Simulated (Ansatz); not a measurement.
# AlClFH₃Si: up Jacob's ladder to CCSD(T)

An exercise on one series of results from a longer session: the logs are not shown, and one member is left open.

Method: functionals in def2-TZVPP, the program's frozen cores in correlated methods; program: Ansatz 0.2.0, Gaussian basis.

Levels to be run: LDA (SPW92), PBE-D4, revPBE-D4, BLYP-D4, r2SCAN-D4, B97M-V, PBE0-D4, B3LYP-D4, r2SCANh-D4, r2SCAN0-D4, HSE06-D4, BHLYP-D4, CAM-B3LYP-D4, LC-ωPBE, ωB97X-V, ωB97M-V, B2PLYP, PBE-QIDH; CCSD(T)/def2-SVP; CCSD(T)/def2-TZVPP; MP2/def2-QZVPP; extrapolation to the limit; RPA on PBE.

## The geometry

All runs share one geometry, relaxed beforehand with PBE0-D4 in a triple-zeta def2 set.

SMILES `[F][Al]([SiH3])[Cl]`, 7 atoms, charge 0, spin multiplicity 1.

Atoms are counted from 1 here; the program's logs count them from 0.

Bond lengths: F1–Al2 1.645 Å, Al2–Si3 2.432 Å, Al2–Cl4 2.088 Å, Si3–H5 1.488 Å, Si3–H6 1.488 Å, Si3–H7 1.486 Å. Angles: F1–Al2–Si3 119.9°, F1–Al2–Cl4 116.6°, Si3–Al2–Cl4 123.5°, Al2–Si3–H5 109.7°, Al2–Si3–H6 109.8°, Al2–Si3–H7 110.9°, H5–Si3–H6 108.4°, H5–Si3–H7 109.0°, H6–Si3–H7 109.0°.

The first run:

Contents of in.yaml:

```yaml
crystal:
  periodic: [false, false, false]
  atoms:
    - {symbol: F, position_ang: [-0.456842, -2.434109, 0.809218]}
    - {symbol: Al, position_ang: [-0.779617, -1.076985, -0.062551]}
    - {symbol: Si, position_ang: [0.707232, 0.841758, 0.088398]}
    - {symbol: Cl, position_ang: [-2.489154, -1.118314, -1.261425]}
    - {symbol: H, position_ang: [2.075173, 0.453210, -0.349736]}
    - {symbol: H, position_ang: [0.781923, 1.311338, 1.498361]}
    - {symbol: H, position_ang: [0.222583, 1.955203, -0.768065]}
basis:
  gaussian: {orbitals: def2-TZVPP}
hamiltonian: {xc: lda}
output: {orbitals: {seedname: orbitals}}
```

Among the steps run: LDA; PBE-D4 (GGA); revPBE-D4 (GGA); BLYP-D4 (GGA); r2SCAN-D4 (meta-GGA); B97M-V (meta-GGA); PBE0-D4 (hybrid); B3LYP-D4 (hybrid); r2SCANh-D4 (hybrid); r2SCAN0-D4 (hybrid); HSE06-D4 (hybrid); BHLYP-D4 (hybrid); CAM-B3LYP-D4 (range-separated); LC-ωPBE-D4 (range-separated; the results give it without D4); ωB97X-V (range-separated); ωB97M-V (range-separated); B2PLYP (double hybrid); PBE-QIDH (double hybrid).

One table of the session follows, with a row left open; its other results are not shown here.

It belongs to the step «Frontier levels by functional». 

```
  functional  HOMO (eV)  LUMO (eV)  gap (eV)
 LDA (SPW92)      -7.45      -2.63      4.82
      PBE-D4      -7.33      -2.42      4.91
   revPBE-D4      -7.28      -2.32      4.96
     BLYP-D4      -7.19      -2.27      4.92
   r2SCAN-D4      -7.59      -2.21      5.38
      B97M-V      -7.65      -2.38      5.28
     PBE0-D4      -8.48      -1.68      6.80
    B3LYP-D4      -8.27      -1.85      6.42
  r2SCANh-D4      -8.01      -1.95      6.06
  r2SCAN0-D4      -8.64      -1.56      7.08
    HSE06-D4      -8.08      -2.04      6.04
    BHLYP-D4      -9.51      -0.86      8.65
CAM-B3LYP-D4          ?          ?         ?
     LC-ωPBE     -11.06       0.39     11.45
     ωB97X-V     -10.73       0.29     11.02
     ωB97M-V     -10.48       0.04     10.52
```

**Question.** Estimate the row for CAM-B3LYP-D4.

As computed: HOMO (eV): -9.76; LUMO (eV): -0.67; gap (eV): 9.09. In the column «HOMO (eV)» it lies between ωB97M-V (-10.48) and BHLYP-D4 (-9.51).
